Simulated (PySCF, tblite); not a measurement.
# C₄H₃BFO₄−: geometry, infrared bands and NMR shifts

What infrared bands and NMR shifts should C₄H₃BFO₄− (`C=C[B-]1(F)OC(=O)C(=O)O1`) show?

The runs use tblite 0.8.0 and PySCF 2.14.0, with density-fitted response routines of our own; the level of theory stands in each step. All values are computed, except where a source is named. Atoms are numbered from 0 throughout.

## (1) The molecule as given

13 atoms, charge -1, multiplicity 1; geometry from: force field or distance geometry start.

Bonds of the start (Å): C0–C1 1.32, C1–B2 1.60, B2–F3 1.44, B2–O4 1.51, O4–C5 1.39, C5–O6 1.27, C5–C7 1.43, C7–O8 1.26, C7–O9 1.40, O9–B2 1.50, C0–H10 1.08, C0–H11 1.10, C1–H12 1.10.

## (2) Optimising the geometry with GFN2-xTB

Job settings and geometry (Å):

```
{"job": {"kind": "relax", "xc": "GFN2-xTB", "basis": "xTB"}, "charge": -1, "multiplicity": 1}
C     -1.850600     0.251400    -0.836900
C     -1.564500    -0.444900     0.249300
B     -0.066900    -0.568700     0.801300
F     -0.033900    -1.378400     1.990000
O      0.495400     0.798500     1.094200
C      1.612000     0.960200     0.288100
O      2.339300     1.995200     0.282200
C      1.825900    -0.207700    -0.514600
O      2.753600    -0.384100    -1.350100
O      0.828600    -1.147400    -0.251900
H     -1.094000     0.774200    -1.401500
H     -2.891300     0.309000    -1.175700
H     -2.358000    -0.956800     0.807800
```

Command:

```console
$ OMP_NUM_THREADS=1 python probes_run.py task.json out
```

The driver reads the jobs from task.json and runs them one after another.

The log of the run:

```text
step      E/eV     max force
  0    -888.64988    5.011
  1    -889.08976    4.283
  2    -889.22418    1.781
  3    -889.27390    0.587
  4    -889.28855    0.326
  5    -889.30185    0.376
  6    -889.31060    0.309
  7    -889.31490    0.206
  8    -889.31711    0.215
  9    -889.31851    0.127
 10    -889.31945    0.064
 11    -889.31980    0.051
 12    -889.31995    0.043
 13    -889.32008    0.033
 14    -889.32025    0.039
 15    -889.32042    0.033
 16    -889.32053    0.031
 17    -889.32063    0.030
 18    -889.32075    0.033
 19    -889.32085    0.027
 20    -889.32090    0.021
 21    -889.32094    0.022
 22    -889.32098    0.024
 23    -889.32102    0.027
 24    -889.32106    0.017
 25    -889.32107    0.011
 26    -889.32108    0.008
```

It took 0.15 s on 1 thread of Arm Neoverse V1, shared host.

Along the way:

```tsv
step	energy from step 0 (eV)	largest force (eV/Å)
0	0.0000	5.0114
1	-0.4399	4.2830
2	-0.5743	1.7806
3	-0.6240	0.5871
4	-0.6387	0.3256
5	-0.6520	0.3761
6	-0.6607	0.3095
7	-0.6650	0.2060
8	-0.6672	0.2152
9	-0.6686	0.1266
10	-0.6696	0.0643
11	-0.6699	0.0505
12	-0.6701	0.0425
13	-0.6702	0.0326
14	-0.6704	0.0389
15	-0.6705	0.0330
16	-0.6706	0.0312
17	-0.6707	0.0304
18	-0.6709	0.0332
19	-0.6710	0.0266
20	-0.6710	0.0211
21	-0.6711	0.0218
22	-0.6711	0.0238
23	-0.6711	0.0271
24	-0.6712	0.0171
25	-0.6712	0.0109
26	-0.6712	0.0081
```

Distances of close pairs at the start and the end, largest changes first:

```tsv
bond	before (Å)	after (Å)	change (Å)
C5–C7	1.433	1.546	+0.113
C7–O9	1.395	1.302	-0.093
O4–C5	1.387	1.302	-0.085
C5–O6	1.265	1.212	-0.053
C7–O8	1.261	1.212	-0.049
B2–F3	1.439	1.393	-0.045
B2–O9	1.499	1.516	+0.017
C0–H11	1.096	1.083	-0.013
```

The end geometry stands in the next job.

## (3) Infrared spectrum with GFN2-xTB

Job settings and geometry (Å):

```
{"job": {"kind": "ir", "xc": "GFN2-xTB", "basis": "xTB"}, "charge": -1, "multiplicity": 1}
C     -1.882534     0.253027    -0.842904
C     -1.550006    -0.432089     0.237818
B     -0.050203    -0.569195     0.812206
F      0.012184    -1.351409     1.963388
O      0.563944     0.785651     1.104693
C      1.598888     0.988615     0.341659
O      2.269656     1.997435     0.310316
C      1.817645    -0.272089    -0.525861
O      2.690062    -0.421718    -1.353498
O      0.897863    -1.142026    -0.222777
H     -1.138676     0.777749    -1.423155
H     -2.899370     0.329469    -1.206981
H     -2.333840    -0.942936     0.787368
```

The log of the run:

```text
mode    cm-1     km/mol
  1     -15.2      0.02
  2      55.2      1.54
  3      98.9      0.37
  4     184.6      1.50
  5     226.4      0.62
  6     312.0      4.21
  7     316.6      4.50
  8     343.2      5.82
  9     429.4     57.98
 10     484.1      3.81
 11     496.2     13.60
 12     511.3     14.11
 13     606.1     14.41
 14     655.8      4.49
 15     672.0      7.02
 16     777.8      0.29
 17     800.7    254.14
 18     857.7     11.68
 19     905.1     19.67
 20     909.6    201.73
 21    1010.6    291.90
 22    1040.2     11.19
 23    1045.6     72.87
 24    1211.3    157.36
 25    1274.7     11.31
 26    1307.2    309.93
 27    1428.1      0.08
 28    1689.2      6.29
 29    1733.6    173.58
 30    1791.6    925.85
 31    3012.6     67.47
 32    3031.7    136.95
 33    3080.4     68.81
```

Wall time 0.38 s (1 thread of Arm Neoverse V1, shared host).

The strongest bands and the atoms that carry them (share of the mass-weighted mode):

```tsv
cm⁻¹	km/mol	atoms
801	254.1	B2 32 %, O9 22 %, O4 22 %
910	201.7	B2 54 %, H11 11 %
1011	291.9	B2 72 %, F3 15 %
1211	157.4	C7 24 %, C5 24 %, O9 21 %, O4 21 %
1307	309.9	C5 30 %, C7 30 %, O4 18 %, O9 18 %
1734	173.6	C5 33 %, C7 33 %, O6 17 %, O8 17 %
1792	925.9	C7 33 %, C5 33 %, O8 17 %, O6 16 %
3032	136.9	H11 62 %, H12 29 %
```

## (4) NMR shieldings: PBE0/pcSseg-1

Settings changed since step 3:

```diff
@@ -1,2 +1,2 @@
-{"job": {"kind": "ir", "xc": "GFN2-xTB", "basis": "xTB"}, "charge": -1, "multiplicity": 1}
+{"job": {"kind": "nmr", "xc": "PBE0", "basis": "pcSseg-1"}, "charge": -1, "multiplicity": 1}
 C     -1.882534     0.253027    -0.842904
```

Method: GIAO PBE0/pcSseg-1 NMR shielding, non-relativistic, gas phase.

The log of the run:

```text
coarse grid: 12720 points
cycle   1  E = -578.9250382479  dE =  1.880e+00  |g| = 1.396e+00  |ddm| = 3.447e+00
cycle   2  E = -578.1003737375  dE =  8.247e-01  |g| = 2.598e+00  |ddm| = 2.670e+00
cycle   3  E = -579.2429299927  dE = -1.143e+00  |g| = 4.200e-01  |ddm| = 1.916e+00
cycle   4  E = -579.2729507435  dE = -3.002e-02  |g| = 1.621e-01  |ddm| = 4.011e-01
cycle   5  E = -579.2772798367  dE = -4.329e-03  |g| = 4.120e-02  |ddm| = 1.216e-01
cycle   6  E = -579.2776067413  dE = -3.269e-04  |g| = 1.135e-02  |ddm| = 3.159e-02
cycle   7  E = -579.2776299548  dE = -2.321e-05  |g| = 3.670e-03  |ddm| = 9.178e-03
cycle   8  E = -579.2776325570  dE = -2.602e-06  |g| = 9.186e-04  |ddm| = 2.939e-03
final grid: 128592 points
cycle   9  E = -579.3787688743  dE = -3.120e-05  |g| = 1.540e-02  |ddm| = 2.358e-02
cycle  10  E = -579.3786995156  dE =  6.936e-05  |g| = 2.512e-02  |ddm| = 2.404e-02
cycle  11  E = -579.3788074207  dE = -1.079e-04  |g| = 3.425e-03  |ddm| = 1.598e-02
cycle  12  E = -579.3788095955  dE = -2.175e-06  |g| = 6.483e-04  |ddm| = 2.413e-03
cycle  13  E = -579.3788096680  dE = -7.252e-08  |g| = 1.613e-04  |ddm| = 5.600e-04
cycle  14  E = -579.3788096743  dE = -6.247e-09  |g| = 3.068e-05  |ddm| = 1.560e-04
cycle  15  E = -579.3788096744  dE = -1.378e-10  |g| = 1.914e-05  |ddm| = 3.417e-05
converged SCF energy = -579.3788096744

GIAO shielding tensors (ppm)
atom      isotropic    diamagn.    paramagn.     s11        s22        s33       span
  0 C       61.863     255.700    -193.837    -59.902     79.594    165.896    225.798
  1 C       26.918     259.809    -232.891   -105.821     22.570    164.006    269.826
  2 B       98.707     185.736     -87.029     91.090     94.428    110.604     19.514
  3 F      342.637     469.036    -126.399    319.323    351.602    356.986     37.663
  4 O       64.657     403.089    -338.433   -148.467    104.019    238.418    386.884
  5 C       18.759     250.067    -231.309    -68.374     61.808     62.841    131.215
  6 O      -59.007     398.414    -457.421   -303.778   -203.747    330.504    634.282
  7 C       18.757     250.070    -231.313    -68.384     61.814     62.841    131.226
  8 O      -59.005     398.405    -457.410   -303.863   -203.667    330.515    634.378
  9 O       64.804     403.073    -338.269   -148.312    104.306    238.419    386.731
 10 H       26.686      34.456      -7.770     23.593     25.440     31.025      7.432
 11 H       26.333      30.095      -3.762     23.493     25.749     29.757      6.264
 12 H       25.089      31.727      -6.638     21.272     25.979     28.017      6.745
```

It took 27 s on 1 thread of Arm Neoverse V1, shared host; peak memory 0.87 GiB.

The references, computed at this level on geometries of the same kind, shield at (ppm): 1H TMS 31.72, 13C TMS 186.9, 19F CFCl3 170.9, 17O H2O 336.1, 11B BF3·OEt2 100.1. Their shielding less the atom's gives the shift. The references are single molecules in the gas phase, so shifts against H2O, NH3, PH3, H3PO4 or CFCl3 are not on the usual liquid scales and can be off by tens of ppm. Atoms listed in one row are averaged.

```tsv
atoms	environment	σ (ppm)	δ (ppm)
C5, C7	carbonyl carbon	18.8	168.2
C1	alkene CH	26.9	160.0
C0	terminal =CH2 carbon	61.9	125.1
H12	hydrogen on an alkene CH	25.09	6.63
H11	hydrogen on a terminal =CH2 carbon	26.33	5.38
H10	hydrogen on a terminal =CH2 carbon	26.69	5.03
B2	boron bonded to C, F, 2 O, in a 5-membered ring	98.7	1.4
F3	fluorine bonded to B	342.6	-171.7
O6, O8	carbonyl oxygen	-59.0	395.1
O4, O9	oxygen bonded to C, B, in a 5-membered ring	64.7	271.3
```

Charges from the same density, by scheme (e):

```tsv
atoms	Mulliken	IAO	Hirshfeld	ESP fit
C0	-0.21	-0.32	-0.13	-0.45
C1	-0.40	-0.27	-0.14	-0.26
B2	0.80	0.54	0.16	0.59
F3	-0.38	-0.42	-0.24	-0.39
O4, O9	-0.47	-0.41	-0.19	-0.48
C5, C7	0.38	0.45	0.16	0.60
O6, O8	-0.43	-0.49	-0.32	-0.59
```

Mayer bond orders: C0–C1 2.02, C1–B2 0.82, B2–F3 1.01, B2–O4 0.76, O4–C5 1.20, C5–O6 1.97, C5–C7 0.92, C7–O8 1.97, C7–O9 1.20, O9–B2 0.76.

Ring of atoms B2, O4, C5, C7, O9: NICS(0) -2.0, NICS(1) -2.5, NICS(1)zz -3.4 ppm (means of both faces).

## (5) Outcome

| quantity | value |
| --- | --- |
| strongest single infrared mode (GFN2-xTB) | 1792 cm⁻¹, 926 km/mol |
| zero-point energy (GFN2-xTB) | 46.2 kcal/mol |
| 13C shifts against TMS (PBE0/pcSseg-1, means over atoms taken as alike) | 168.2, 160.0, 125.1 ppm |
| 1H shifts against TMS (PBE0/pcSseg-1) | 6.63, 5.38, 5.03 ppm |
| 11B shifts against BF3·OEt2 (PBE0/pcSseg-1) | 1.4 ppm |
| 19F shifts against CFCl3 (PBE0/pcSseg-1) | -171.7 ppm |
| 17O shifts against H2O (PBE0/pcSseg-1, means over atoms taken as alike) | 395.1, 271.3 ppm |

In words: The optimisation took 26 steps and gained 0.671 eV; among the close pairs (by a distance rule), C5–C7 changed most, from 1.433 to 1.546 Å. The lowest mode is slightly imaginary (15i cm⁻¹), a soft motion within the noise of the Hessian, so the minimum is not strictly shown. The strongest single mode, at 1792 cm⁻¹, is carried by C7, C5, O8, O6. Unscaled tight-binding wavenumbers are off by several per cent, some by more. Its intensities can rank the bands wrongly. At PBE0/pcSseg-1: Shielding is most anisotropic at O6, O8 (span 634 ppm, paramagnetic term -457 ppm).
